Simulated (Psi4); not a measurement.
# doublet [BGeNH6]+ at 3 levels

Wanted: a comparison of 3 runs (UHF/6-31G*, UMP2/6-31G*, UCCSD(T)/6-31G*) of doublet [BGeNH6]+. 

The results are computed with Psi4 1.11.

1 further run of the same task is left out (set aside as unsound or not needed).

## Step 1: The molecule

The species is [BGeNH6]+ (9 atoms), meant as a doublet with charge +1. As SMILES of the parent species, `B[NH][GeH3]`. Geometry: relaxed at PBE0-D4/def2-TZVP. That shape belongs to the parent species and isn't relaxed for this state.

Bond lengths: B1–N2 1.392 Å, N2–Ge3 1.854 Å, B1–H4 1.199 Å, B1–H5 1.199 Å, N2–H6 1.010 Å, Ge3–H7 1.538 Å, Ge3–H8 1.530 Å, Ge3–H9 1.538 Å. Some angles: B1–N2–Ge3 126.2°, B1–N2–H6 117.9°, Ge3–N2–H6 115.9°, N2–B1–H4 119.2°, N2–B1–H5 119.6°, N2–Ge3–H7 109.1°, N2–Ge3–H8 106.5°, N2–Ge3–H9 109.1°, H4–B1–H5 121.2°, H7–Ge3–H8 111.5°.

## Step 2: Energy and forces at UHF/6-31G(d) (spherical functions) (run 1)

File bgeh6n.py:

```python
import psi4

psi4.set_memory(2200000000)
psi4.set_num_threads(1)
psi4.core.set_output_file('psi4.out', False)

m = psi4.geometry("""
1 2
B     -0.874000     0.629500    -1.162900
N     -0.023300     0.687100    -0.062700
Ge     0.665200    -0.761400     0.866600
H     -1.217900    -0.440700    -1.581000
H     -1.249100     1.647000    -1.674800
H      0.253900     1.598400     0.272500
H      2.201600    -0.714800     0.804900
H      0.114900    -2.015200     0.184600
H      0.217300    -0.676000     2.335700
symmetry c1
no_reorient
no_com
""")

options = {'reference': 'uhf', 'puream': True, 'e_convergence': 1e-09, 'd_convergence': 1e-08, 'scf_type': 'pk', 'maxiter': 100}
psi4.set_options(options)

e, wfn = psi4.gradient("hf/6-31G*", return_wfn=True)
psi4.oeprop(wfn, "MULLIKEN_CHARGES", "DIPOLE", "QUADRUPOLE")
print('gradient / Eh bohr^-1')
print(e.np.round(6))
print(f'energy = {wfn.energy():.10f} Eh')
for k, v in sorted(psi4.core.scalar_variables().items()):
    print(f'{k:45s} {v:18.10f}')
```

Started as:

```console
python bgeh6n.py
```

psi4.out:

```text
[...]
  Running in c1 symmetry.
[...]
  Nuclear repulsion =  177.534512165479441
[...]
  Multiplicity = 2
[...]
  Nalpha       = 25
  Nbeta        = 24
[...]
    Number of basis functions: 72
[...]
   @UHF iter   1: -2156.21445495241778   -3.04780e+00   3.20903e-02 ADIIS/DIIS
[...]
   @UHF iter  28: -2157.32176522945701   -1.18234e-11   7.08672e-09 DIIS
[...]
   @S^2 Observed:                7.765055671E-01
[...]
  @UHF Final Energy: -2157.32176522945701
   => Energetics <=
    Nuclear Repulsion Energy =            177.5345121654794411
    One-Electron Energy =               -3347.9460396621493601
    Two-Electron Energy =                1013.0897622672125635
    Total Energy =                      -2157.3217652294570144
  UHF NO Occupations:
  HONO-2 :   23  A 1.9990050
  HONO-1 :   24  A 1.9878888
[...]
  -Total Gradient:
     Atom            X                  Y                   Z
    ------   -----------------  -----------------  -----------------
       1       -0.090491215717     0.019198662447    -0.117773313798
       2        0.058042611770    -0.035709115361     0.076402049892
       3       -0.024216649434     0.039835621153    -0.031814296393
       4        0.024226791104     0.010400956010     0.030662083065
       5        0.024519192181    -0.023112627945     0.032827330365
       6       -0.002635680280     0.001305753385    -0.004083426154
       7        0.004879659339    -0.004206213102     0.004816739894
       8        0.002255268710    -0.003470177950     0.002977013682
       9        0.003420022410    -0.004242858632     0.005985819669
[...]
```

On the terminal:

```text
gradient / Eh bohr^-1
[[-0.090491  0.019199 -0.117773]
 [ 0.058043 -0.035709  0.076402]
 [-0.024217  0.039836 -0.031814]
 [ 0.024227  0.010401  0.030662]
 [ 0.024519 -0.023113  0.032827]
 [-0.002636  0.001306 -0.004083]
 [ 0.00488  -0.004206  0.004817]
 [ 0.002255 -0.00347   0.002977]
 [ 0.00342  -0.004243  0.005986]]
energy = -2157.3217652295 Eh
CURRENT ENERGY                                  -2157.3217652295
CURRENT REFERENCE ENERGY                        -2157.3217652295
DD SOLVATION ENERGY                                 0.0000000000
HF KINETIC ENERGY                                2156.7943626758
HF POTENTIAL ENERGY                             -4314.1161279053
HF TOTAL ENERGY                                 -2157.3217652295
HF VIRIAL RATIO                                     2.0002445308
NUCLEAR REPULSION ENERGY                          177.5345121655
ONE-ELECTRON ENERGY                             -3347.9460396621
PCM POLARIZATION ENERGY                             0.0000000000
PE ENERGY                                           0.0000000000
SCF ITERATION ENERGY                            -2157.3217652295
SCF ITERATIONS                                     28.0000000000
SCF TOTAL ENERGY                                -2157.3217652295
TWO-ELECTRON ENERGY                              1013.0897622672
```

It took 6.9 s on 1 thread of AMD EPYC 7R43 (Zen 3), shared host; peak memory 0.24 GiB.

## Step 3: The energy at UMP2/6-31G(d) (spherical functions) (run 2)

File input.inp:

```
memory 2.2 GB

molecule m {
  1 2
  B
  N 1 1.391923
  Ge 2 1.853587 1 126.22471
  H 1 1.199334 2 119.19094 3 -0.01862
  H 1 1.199186 4 121.24037 2 179.9922
  H 2 1.009785 1 117.87217 5 -0.01467
  H 3 1.538344 2 109.09844 6 -59.52297
  H 3 1.529696 7 111.48374 2 117.29301
  H 3 1.538234 8 111.50349 7 -122.22673
  units angstrom
  symmetry c1
}

set reference uhf
set puream true
set e_convergence 1e-09
set d_convergence 1e-08
set scf_type pk
set num_frozen_docc 11
set mp2_type conv
set maxiter 100

energy("mp2/6-31G*")
print_variables()
```

Started as:

```console
psi4 -i input.inp -o input.out -n 1
```

input.out:

```text
[...]
  Running in c1 symmetry.
[...]
  Nuclear repulsion =  177.534477274152778
[...]
  Multiplicity = 2
[...]
  Nalpha       = 25
  Nbeta        = 24
[...]
    Number of basis functions: 72
[...]
   @UHF iter   1: -2156.21445518775317   -3.04780e+00   3.20903e-02 DIIS/ADIIS
[...]
   @UHF iter  28: -2157.32176515688388   -1.36424e-11   7.08355e-09 DIIS
[...]
   @S^2 Observed:                7.765055320E-01
[...]
  @UHF Final Energy: -2157.32176515688388
   => Energetics <=
    Nuclear Repulsion Energy =            177.5344772741527777
    One-Electron Energy =               -3347.9459698359150934
    Two-Electron Energy =                1013.0897274048786585
    Total Energy =                      -2157.3217651568838846
  UHF NO Occupations:
  HONO-2 :   23  A 1.9990050
  HONO-1 :   24  A 1.9878888
[...]
 Multipole Moments:
 ------------------------------------------------------------------------------------
     Multipole            Electronic (a.u.)      Nuclear  (a.u.)        Total (a.u.)
 ------------------------------------------------------------------------------------
 L = 1.  Multiply by 2.5417464519 to convert [e a0] to [Debye]
 Dipole X            :         -0.0023811            0.0006512           -0.0017299
 Dipole Y            :         -2.6091828            4.3892256            1.7800429
 Dipole Z            :          2.9019788           -5.3559039           -2.4539251
 Magnitude           :                                                    3.0315515
[...]
	SCS-MP2 Total Energy (a.u.)        : -2157.78517166173833
	SOS-MP2 Total Energy (a.u.)        : -2157.77548762957395
	SCSN-MP2 Total Energy (a.u.)       : -2157.55717797408215
[...]
	SOS-PI-MP2 Total Energy (a.u.)     : -2157.81038935824199
[...]
	MP2 Total Energy (a.u.)            : -2157.80453972606711
[...]
```

Run time: 5.4 s. Hardware: 1 thread of AMD EPYC 7R43 (Zen 3), shared host; peak memory 0.31 GiB.

## Step 4: The energy at UCCSD(T)/6-31G(d) (spherical functions) (run 3)

File bgeh6n.xyz:

```xyz
9
BGeH6N
B     -0.874000     0.629500    -1.162900
N     -0.023300     0.687100    -0.062700
Ge     0.665200    -0.761400     0.866600
H     -1.217900    -0.440700    -1.581000
H     -1.249100     1.647000    -1.674800
H      0.253900     1.598400     0.272500
H      2.201600    -0.714800     0.804900
H      0.114900    -2.015200     0.184600
H      0.217300    -0.676000     2.335700
```

File bgeh6n_ase.py:

```python
import numpy as np
from ase.calculators.psi4 import Psi4
from ase.io import read

a = read('bgeh6n.xyz')
calc = Psi4(atoms=a, method='ccsd(t)', basis='6-31G*', memory='2200MB', num_threads=1, charge=1, multiplicity=2, label='psi4-calc', reference='uhf')
calc.psi4.set_options({'puream': True, 'e_convergence': 1e-09, 'd_convergence': 1e-08, 'scf_type': 'pk', 'num_frozen_docc': 11, 'maxiter': 100})
a.calc = calc

print(f'energy: {a.get_potential_energy():.6f} eV')
```

Started as:

```console
python bgeh6n_ase.py
```

psi4-calc.dat:

```text
[...]
  Running in c1 symmetry.
[...]
  Nuclear repulsion =  177.534512165479441
[...]
  Multiplicity = 2
[...]
  Nalpha       = 25
  Nbeta        = 24
[...]
    Number of basis functions: 72
[...]
   @UHF iter   1: -2156.21445499404172   -3.04780e+00   3.20903e-02 ADIIS/DIIS
[...]
   @UHF iter  28: -2157.32176522945883   -1.36424e-11   7.08879e-09 DIIS
[...]
   @S^2 Observed:                7.765055669E-01
[...]
  @UHF Final Energy: -2157.32176522945883
   => Energetics <=
    Nuclear Repulsion Energy =            177.5345121654794411
    One-Electron Energy =               -3347.9460396600061358
    Two-Electron Energy =                1013.0897622650675203
    Total Energy =                      -2157.3217652294588333
  UHF NO Occupations:
  HONO-2 :   23  A 1.9990050
  HONO-1 :   24  A 1.9878888
[...]
 Multipole Moments:
 ------------------------------------------------------------------------------------
     Multipole            Electronic (a.u.)      Nuclear  (a.u.)        Total (a.u.)
 ------------------------------------------------------------------------------------
 L = 1.  Multiply by 2.5417464519 to convert [e a0] to [Debye]
 Dipole X            :          1.8049289           -3.3287215           -1.5237926
 Dipole Y            :         -2.4864912            4.1632646            1.6767734
 Dipole Z            :          2.4060147           -4.4201616           -2.0141470
 Magnitude           :                                                    3.0315509
[...]
      * MP2 total energy                      = -2157.804539781440781
[...]
      * CCSD total energy                     = -2157.828780122160424
[...]
      * CCSD(T) total energy                     = -2157.843580981344076
```

Standard output:

```text
energy: -58717.914662 eV
```

Wall time 84 s (1 thread of AMD EPYC 7R43 (Zen 3), shared host); peak memory 0.38 GiB.

## Step 5: Overview of the runs

```csv
run,level,task,frozen core orbitals,energy (Eh),HOMO energy (eV),LUMO energy (eV),⟨S²⟩,wall time
1,UHF/6-31G* (spherical functions),gradient,0,-2157.321765,-16.69,-9.77,0.777,6.9 s
2,UMP2/6-31G* (spherical functions),energy,11,-2157.804540,-16.69,-9.77,0.777,5.4 s
3,UCCSD(T)/6-31G* (spherical functions),energy,11,-2157.843581,-16.69,-9.77,0.777,84 s
```

## Step 6: What came out

| quantity | value |
| --- | --- |
| run 3: total energy | -2157.84358 Eh |
| run 3: HOMO energy (Hartree–Fock orbitals) (highest over α and β) | -16.69 eV |
| run 3: LUMO energy (Hartree–Fock orbitals) (lowest over α and β) | -9.77 eV |
| run 3: correlation energy (11 core orbitals frozen) | -521.8 mEh |
| run 3: (T) correction | -14.80 mEh |
| run 3: ⟨S²⟩ of the reference determinant | 0.777 |
| run 3: T1 diagnostic | 0.037 |

Below the UHF energy at the same shape and in the same basis (6-31G*): UMP2 -482.8 mEh; UCCSD(T) -521.8 mEh. All runs together took 97 s, the longest 84 s.
